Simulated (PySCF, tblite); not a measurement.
# C₅H₉NSi− (doublet): geometry, infrared bands and EPR parameters

Aim: predict the infrared bands and EPR parameters of C₅H₉NSi− (doublet) (`C[SiH2]N1C=C[CH][CH-]1`).

Programs: tblite 0.8.0 and PySCF 2.14.0, with density-fitted response routines of our own. Each step states its level of theory. These are calculated values for one molecule in the gas phase, unless marked as measured. Atoms count from 0, in the outputs and in this text.

**1. The molecule as given**

16 atoms, charge -1, multiplicity 2; geometry from: force field or distance geometry start.

Bonds of the start (Å): C0–Si1 1.88, Si1–N2 1.74, N2–C3 1.44, C3–C4 1.31, C4–C5 1.48, C5–C6 1.52, C6–N2 1.46, C0–H7 1.12, C0–H8 1.09, C0–H9 1.09, Si1–H10 1.49, Si1–H11 1.50, C3–H12 1.10, C4–H13 1.08, C5–H14 1.10, C6–H15 1.14.

**2. Geometry optimisation with GFN2-xTB**

What the job is given:

```
{"job": {"kind": "relax", "xc": "GFN2-xTB", "basis": "xTB"}, "charge": -1, "multiplicity": 2}
C      2.528900     0.335100    -0.288100
Si     1.246900    -0.765500     0.526600
N     -0.392200    -0.184900     0.408100
C     -1.502900    -0.865300    -0.207200
C     -2.390800     0.022300    -0.590200
C     -1.918200     1.394000    -0.274700
C     -0.961400     1.085200     0.862700
H      2.221500     0.384100    -1.362200
H      2.534600     1.347500     0.105300
H      3.486600    -0.178800    -0.256100
H      1.380300    -2.078900    -0.163300
H      1.609700    -1.002900     1.961100
H     -1.561200    -1.961000    -0.281700
H     -3.312800    -0.237500    -1.089200
H     -1.337500     1.775800    -1.133500
H     -1.639100     0.939900     1.771100
```

Started as:

```sh
OMP_NUM_THREADS=1 python probes_run.py task.json out
```

One launch serves the whole session: the jobs run in the order shown.

**Question.** This job is followed by: GFN2-xTB harmonic vibrations, gas phase; UKS B3LYP, pcH-1 on C H N Si, non-relativistic, mean-field spin-orbit, GIAO. What will the session give for the following? strongest single infrared mode (GFN2-xTB); zero-point energy (GFN2-xTB); g(iso) (B3LYP); ⟨S²⟩; largest a(iso) (averaged by class).

The runs gave:

| quantity | value |
| --- | --- |
| strongest single infrared mode (GFN2-xTB) | 1636 cm⁻¹, 574 km/mol |
| zero-point energy (GFN2-xTB) | 75.3 kcal/mol |
| g(iso) (B3LYP) | 2.00314 |
| ⟨S²⟩ | 0.752 (exact 0.75) |
| largest a(iso) (averaged by class) | 29Si on Si1, -341.0 MHz |

What this shows: Relaxing lowered the energy by 3.165 eV in 138 steps; the close pair that moved most is C5–C6, from 1.518 to 1.374 Å. No mode is imaginary among the 42: a minimum at this level. The strongest single mode, at 1636 cm⁻¹, moves mainly H11. GFN2-xTB is a fitted tight-binding method: band positions and strengths are rough. Its intensities can rank the bands wrongly. Most of the unpaired spin sits on Si1 (0.73 e). The isotropic g lies 0.8 ppt above the free-electron value.
